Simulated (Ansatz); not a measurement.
# CH₆Cl₂GeSi: how energies converge with the basis set

An exercise on one series of results from a longer session: the logs are not shown, and one member is left open.

Computed with Ansatz 0.2.0, Gaussian basis. Level: one geometry, several basis sets.

The runs, in order: PBE0-D4/def2-SVP; ωB97M-V/def2-SVP; ωB97M-V/def2-QZVPP; the functionals' def2-TZVPP values are taken from earlier runs.

1 further run of the same task is left out (for a known fault of the program).

**The geometry**

All runs share one geometry, relaxed beforehand with PBE0-D4 in a triple-zeta def2 set.

SMILES `[CH3][Ge]([SiH3])([Cl])[Cl]`, 11 atoms, charge 0, spin multiplicity 1.

Atoms are counted from 1 here; the program's logs count them from 0.

Bond lengths: C1–Ge2 1.939 Å, C1–H6 1.091 Å, C1–H7 1.090 Å, C1–H8 1.091 Å, Ge2–Si3 2.384 Å, Ge2–Cl4 2.164 Å, Ge2–Cl5 2.164 Å, Si3–H9 1.485 Å, Si3–H10 1.482 Å, Si3–H11 1.485 Å. Angles: Ge2–C1–H6 109.7°, Ge2–C1–H7 108.8°, Ge2–C1–H8 109.7°, H6–C1–H7 109.5°, H6–C1–H8 109.7°, H7–C1–H8 109.5°, C1–Ge2–Si3 120.8°, C1–Ge2–Cl4 107.1°, C1–Ge2–Cl5 107.1°, Si3–Ge2–Cl4 107.2°, Si3–Ge2–Cl5 107.2°, Cl4–Ge2–Cl5 106.5°, Ge2–Si3–H9 108.8°, Ge2–Si3–H10 107.9°, Ge2–Si3–H11 108.8°, H9–Si3–H10 110.6°, H9–Si3–H11 109.9°, H10–Si3–H11 110.6°.

The first run:

The input, in.yaml:

```yaml
crystal:
  periodic: [false, false, false]
  atoms:
    - {symbol: C, position_ang: [-1.733905, 0.420229, 0.561647]}
    - {symbol: Ge, position_ang: [-0.039297, 0.553615, -0.370407]}
    - {symbol: Si, position_ang: [1.660946, -1.086722, -0.052560]}
    - {symbol: Cl, position_ang: [-0.479774, 0.618252, -2.488284]}
    - {symbol: Cl, position_ang: [0.819315, 2.473748, 0.138992]}
    - {symbol: H, position_ang: [-2.231561, -0.510616, 0.287398]}
    - {symbol: H, position_ang: [-2.359475, 1.265354, 0.274287]}
    - {symbol: H, position_ang: [-1.563531, 0.443295, 1.638581]}
    - {symbol: H, position_ang: [2.042145, -1.110685, 1.382534]}
    - {symbol: H, position_ang: [2.821072, -0.710422, -0.894526]}
    - {symbol: H, position_ang: [1.129564, -2.413149, -0.457062]}
basis:
  gaussian: {orbitals: def2-SVP}
hamiltonian: {xc: pbe0, dispersion: d4}
output: {orbitals: {seedname: orbitals}}
```

Command:

```sh
$ ansatz run in.yaml --threads 2 --pin off --events-out ev --progress --plain --max-ram 32768MiB --backend cpu
```

Among the steps run: PBE0-D4 in def2-SVP; ωB97M-V in def2-SVP; ωB97M-V in def2-QZVPP.

One table of the session follows, with a row left open; its other results are not shown here.

It belongs to the step «Functionals by basis». 

```
functional       basis  HOMO (eV)
   PBE0-D4    def2-SVP          ?
   PBE0-D4  def2-TZVPP      -8.09
   ωB97M-V    def2-SVP     -10.00
   ωB97M-V  def2-TZVPP     -10.14
   ωB97M-V  def2-QZVPP     -10.17
```

**Question.** Estimate the row for PBE0-D4, def2-SVP.

The run gave: HOMO (eV): -7.99. In the column «HOMO (eV)» it is the highest.
